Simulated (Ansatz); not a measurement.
What does this script print? It uses Ansatz 0.2.0 through its Python package.

The script reads `ptse2.xyz`:
```text
3
Lattice="3.724 0.0 0.0 -1.862 3.2250786 0.0 0.0 0.0 5.062" Properties=species:S:1:pos:R:3 pbc="T T T"
Pt    0.00000000    0.00000000    0.00000000
Se   -0.00000000    2.15005240    1.26550000
Se    1.86200000    1.07502620    3.79650000
```

Script `ptse2.py`:
```python
"""Elastic constants of PtSe2."""

import ansatz as az
import numpy as np

SETTINGS = {
    "xc": "pbe",
    "smearing_width": 0.1,
    "kgrid": (13, 13, 9),
}


def main() -> None:
    system = az.Crystal.from_extxyz("ptse2.xyz")

    model = (
        system.calculation()
        .functional(SETTINGS["xc"])
        .pseudopotentials("paw")
        .occupations(az.OccupationsMethod.FERMI_DIRAC, width=SETTINGS["smearing_width"])
        .kpoints(*SETTINGS["kgrid"])
    )
    res = model.elastic("clamped_ion").run(threads=1, backend="cpu")
    elastic = res.elastic

    C = np.asarray(elastic.c_gpa)
    for i in range(6):
        for j in range(i, 6):
            if abs(C[i, j]) > 0.05:
                print(f"C{i + 1}{j + 1} = {C[i, j]:.1f} GPa")
    print("smallest eigenvalue of C:", round(elastic.stability.min_eigenvalue_gpa, 1), "GPa; tensor positive definite:", elastic.stability.min_eigenvalue_gpa > 0)
    # averaged moduli need a positive definite tensor
    if elastic.stability.min_eigenvalue_gpa > 0:
        m = elastic.moduli
        anisotropy = 5 * m.g_voigt_gpa / m.g_reuss_gpa + m.k_voigt_gpa / m.k_reuss_gpa - 6
        print(f"Voigt K {m.k_voigt_gpa:.1f} G {m.g_voigt_gpa:.1f}; Reuss K {m.k_reuss_gpa:.1f} G {m.g_reuss_gpa:.1f}; universal anisotropy index {anisotropy:.3f}")


if __name__ == "__main__":
    main()
```

```console
$ python ptse2.py
DeckWarning: basis.ecutwfc = 420 eV, auto-derived from the records' recommended cutoffs: set by Pt (normal level)
C11 = 266.1 GPa
C12 = 111.6 GPa
C13 = 111.2 GPa
C14 = -53.0 GPa
C22 = 266.1 GPa
C23 = 111.2 GPa
C24 = 53.0 GPa
C33 = 116.3 GPa
C44 = 89.3 GPa
C55 = 89.3 GPa
C56 = -53.0 GPa
C66 = 77.2 GPa
smallest eigenvalue of C: 29.9 GPa; tensor positive definite: True
Voigt K 145.8 G 72.3; Reuss K 115.8 G 39.7; universal anisotropy index 4.362
```
(Warnings from the package without file and line.)

The cell isn't relaxed first, so the values belong to this volume. A positive definite tensor excludes instabilities under uniform strain alone; phonons elsewhere in the zone can still be imaginary. Of the deposited cell: the entry's cell lengths or inner coordinates differ somewhat from later room-temperature determinations. The cell stands under an uneven stress, so these stress-strain coefficients aren't symmetric, and eigenvalues smaller than that stress decide nothing. Spin-orbit coupling, which matters for elements this heavy, is left out. These are clamped-ion constants: where atoms have free coordinates under strain, the relaxed-ion ones can be far smaller or negative, so this tensor doesn't settle whether the crystal is stable. At these settings the cell as given stands under about 7 GPa, so it isn't at this functional's equilibrium volume. The starting cell is as deposited in a crystallographic database; the results hold for this polymorph, which needn't be the stable one. Shear constants of a metal converge slowly with the k-point mesh and can be wrong in sign on a coarse one; the constants belong to the cell that was strained. Run time: 7.3 min on 1 thread of Intel(R) Xeon(R) Processor @ 2.30GHz, on a shared host, peak memory 1 GiB.

(A comment or docstring line of the script was reworded after the run, the code is as it ran.)
